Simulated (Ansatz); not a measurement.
# C₂H₇GeN: one species, many methods

The task here is to estimate one member of a computed series from the others.

Computed with Ansatz 0.2.0, Gaussian basis. Level: functionals in def2-TZVPP, the program's frozen cores in correlated methods.

Plan: LDA (SPW92), PBE-D4, revPBE-D4, BLYP-D4, r2SCAN-D4, B97M-V, PBE0-D4, B3LYP-D4, r2SCANh-D4, r2SCAN0-D4, HSE06-D4, BHLYP-D4, CAM-B3LYP-D4, LC-ωPBE, ωB97X-V, ωB97M-V, B2PLYP, PBE-QIDH; CCSD(T)/def2-SVP; CCSD(T)/def2-TZVPP; MP2/def2-QZVPP; extrapolation to the limit; RPA on PBE.

**The relaxed structure**

An earlier PBE0-D4 in a triple-zeta def2 set relaxation fixed the geometry.

SMILES `[CH3][GeH]1[CH2][NH]1`, 11 atoms, charge 0, spin multiplicity 1.

Atoms are counted from 1 here; the program's logs count them from 0.

Bond lengths: C1–Ge2 1.937 Å, C1–H5 1.090 Å, C1–H6 1.091 Å, C1–H7 1.090 Å, Ge2–C3 1.916 Å, Ge2–N4 1.878 Å, Ge2–H8 1.531 Å, C3–N4 1.482 Å, C3–H9 1.087 Å, C3–H10 1.088 Å, N4–H11 1.013 Å. Angles: Ge2–C1–H5 111.0°, Ge2–C1–H6 110.3°, Ge2–C1–H7 108.2°, H5–C1–H6 109.0°, H5–C1–H7 109.3°, H6–C1–H7 109.0°, C1–Ge2–C3 123.7°, C1–Ge2–N4 113.5°, C1–Ge2–H8 118.0°, C3–Ge2–N4 46.0°, C3–Ge2–H8 117.2°, N4–Ge2–H8 115.8°, Ge2–C3–N4 65.7°, Ge2–C3–H9 120.3°, Ge2–C3–H10 117.8°, N4–C3–H9 114.0°, N4–C3–H10 118.2°, H9–C3–H10 112.9° and more.

Set-up of the first run:

The input, in.yaml:

```yaml
crystal:
  periodic: [false, false, false]
  atoms:
    - {symbol: C, position_ang: [-1.103179, 1.461435, -0.185597]}
    - {symbol: Ge, position_ang: [-0.123520, -0.159755, -0.589114]}
    - {symbol: C, position_ang: [1.413707, -0.745699, 0.393881]}
    - {symbol: N, position_ang: [0.125958, -1.273448, 0.902598]}
    - {symbol: H, position_ang: [-0.823397, 2.266875, -0.864905]}
    - {symbol: H, position_ang: [-2.176187, 1.284570, -0.267147]}
    - {symbol: H, position_ang: [-0.868264, 1.754531, 0.837537]}
    - {symbol: H, position_ang: [-0.424230, -0.872599, -1.909951]}
    - {symbol: H, position_ang: [1.917040, -0.069327, 1.080108]}
    - {symbol: H, position_ang: [2.095964, -1.438077, -0.095887]}
    - {symbol: H, position_ang: [0.031406, -2.265405, 0.719077]}
basis:
  gaussian: {orbitals: def2-TZVPP}
hamiltonian: {xc: lda}
output: {orbitals: {seedname: orbitals}}
```

Run with:

```bash
> ansatz run in.yaml --threads 4 --pin off --events-out ev --progress --plain --max-ram 10444MiB
```

Among the steps run: LDA; PBE-D4 (GGA); revPBE-D4 (GGA); BLYP-D4 (GGA); r2SCAN-D4 (meta-GGA); B97M-V (meta-GGA); B3LYP-D4 (hybrid); r2SCANh-D4 (hybrid); r2SCAN0-D4 (hybrid); HSE06-D4 (hybrid); BHLYP-D4 (hybrid); CAM-B3LYP-D4 (range-separated); LC-ωPBE (range-separated); ωB97X-V (range-separated); ωB97M-V (range-separated); B2PLYP (double hybrid); PBE-QIDH (double hybrid).

One table of the session follows, with a row left open; its other results are not shown here.

It belongs to the step «Frontier levels by functional». 

| functional | HOMO (eV) | LUMO (eV) | gap (eV) |
| --- | --- | --- | --- |
| LDA (SPW92) | -5.15 | -0.65 | 4.50 |
| PBE-D4 | -4.99 | -0.45 | 4.53 |
| revPBE-D4 | -4.92 | -0.37 | 4.56 |
| BLYP-D4 | -4.85 | -0.40 | 4.45 |
| r2SCAN-D4 | -5.20 | -0.21 | 4.99 |
| B97M-V | -5.21 | -0.27 | 4.94 |
| PBE0-D4 | -6.14 | 0.38 | 6.52 |
| B3LYP-D4 | -5.93 | 0.11 | 6.05 |
| r2SCANh-D4 | -5.64 | 0.08 | 5.72 |
| r2SCAN0-D4 | -6.29 | 0.52 | 6.81 |
| HSE06-D4 | -5.75 | 0.01 | 5.75 |
| BHLYP-D4 | ? | ? | ? |
| CAM-B3LYP-D4 | -7.45 | 1.33 | 8.78 |
| LC-ωPBE | -8.76 | 2.51 | 11.27 |
| ωB97X-V | -8.42 | 2.37 | 10.79 |
| ωB97M-V | -8.34 | 2.14 | 10.48 |

Estimate the missing values for BHLYP-D4.

Worked estimate for «HOMO (eV)». Against the share of exact exchange, BLYP-D4 (0, -4.85), B3LYP-D4 (0.2, -5.93) give a slope of -5.40 per unit share; at 0.5 the line stands at -7.55.

The run gave: HOMO (eV): -7.17; LUMO (eV): 1.20; gap (eV): 8.37. In «HOMO (eV)» the line misses by -0.38.
